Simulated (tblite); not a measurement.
# C5H7F3SeSi: the cost of one run

Computed with tblite 0.8.0 and PySCF 2.14.0, with density-fitted response routines of our own, on a single molecule in the gas phase. Atoms count from 0, in the outputs and in this text.

## Step 1: Starting geometry

17 atoms, charge 0, multiplicity 1; geometry from: force field or distance geometry start.

Bonds of the start (Å): C0–C1 1.45, C1–C2 1.23, C2–C3 1.47, C3–F4 1.42, C3–F5 1.36, C3–C6 1.52, C6–Se7 1.94, Se7–Si8 2.28, Si8–F9 1.69, C0–H10 1.11, C0–H11 1.13, C0–H12 1.13, C6–H13 1.13, C6–H14 1.09, Si8–H15 1.47, Si8–H16 1.47.

## Step 2: Optimising the geometry with GFN2-xTB

The job: settings as JSON, then the geometry in Å.

```
{"job": {"kind": "relax", "xc": "GFN2-xTB", "basis": "xTB"}, "charge": 0, "multiplicity": 1}
C     -3.915700     0.835600    -0.506300
C     -2.664000     0.203700    -0.140100
C     -1.610600    -0.342900     0.165600
C     -0.331000    -0.970900     0.515800
F     -0.611200    -1.614900     1.744700
F     -0.023000    -1.918000    -0.413700
C      0.748800     0.078400     0.713800
Se     2.475000    -0.658700     1.196800
Si     4.098300    -0.138500    -0.315300
F      3.821700     1.374000    -1.024700
H     -4.690900     0.774900     0.286500
H     -4.275000     0.334500    -1.449400
H     -3.775700     1.919900    -0.774500
H      0.365200     0.729400     1.548000
H      0.836800     0.654700    -0.209100
H      5.425700    -0.075900     0.310200
H      4.118700    -1.173300    -1.359300
```

On the command line:

```
$ OMP_NUM_THREADS=1 python probes_run.py task.json out
```

This one command runs all jobs of the session in turn.

**Question.** How long does this first job take on 1 thread of Arm Neoverse V1, shared host?

About 1 s.
